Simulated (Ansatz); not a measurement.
# HfHCl+ (doublet): from Hartree-Fock to the top rungs, def2-QZVPP

The task here is to estimate one member of a computed series from the others.

Computed with Ansatz 0.2.0, Gaussian basis. Level: def2-QZVPP, core rule «outside noble gas», up to 9 orbitals frozen.

The runs, in order: UHF; ROHF; CCSD(T) on UHF.

2 further runs of the same task are left out: 2 set aside as unsound or not needed.

## What is computed

The geometry is a PBE0/def2-TZVP stationary point (not a proven minimum) of the parent state, kept for this charge and spin. No spin-orbit coupling is included. Elements past krypton take def2 core potentials.

3 atoms, charge 1, spin multiplicity 2.

Atoms are counted from 1 here; the program's logs count them from 0.

Bond lengths: Hf1–Cl2 2.375 Å, Hf1–H3 1.924 Å. Angles: Cl2–Hf1–H3 180.0°.

Set-up of the first run:

Input file in.yaml:

```yaml
crystal:
  periodic: [false, false, false]
  atoms:
    - {symbol: Hf, position_ang: [0.000000, 0.000000, 0.150300]}
    - {symbol: Cl, position_ang: [0.000000, 0.000000, -2.224700]}
    - {symbol: H, position_ang: [0.000000, 0.000000, 2.074400]}
basis:
  gaussian: {orbitals: "def2-QZVPP.json"}
total_charge: 1
magnetization: {spin_polarized: true, initial_magnetization: 1}
hamiltonian: {xc: hf}
output: {orbitals: {seedname: orbitals}}
```

Command:

```sh
$ ansatz run in.yaml --threads 1 --pin off --events-out ev --progress --plain --max-ram 4096MiB --backend cpu
```

Steps of the session up to this table: UHF; ROHF; CCSD(T) on UHF.

One table of the session follows, with a row left open; its other results are not shown here.

It belongs to the step «Misses and costs». 

```
  method  from UCCSD(T) (kJ/mol)
    ROHF                  +823.9
     UHF                       ?
    UMP2                   +97.2
   UCCSD                   +38.6
UCCSD(T)                       0
```

Estimate the missing values for UHF.

**Answer.** from UCCSD(T) (kJ/mol): +817.5. In the column «from UCCSD(T) (kJ/mol)» it lies between UMP2 (+97.2) and ROHF (+823.9).

Limits of these values: Warnings: coupled cluster took another determinant than the lowest.
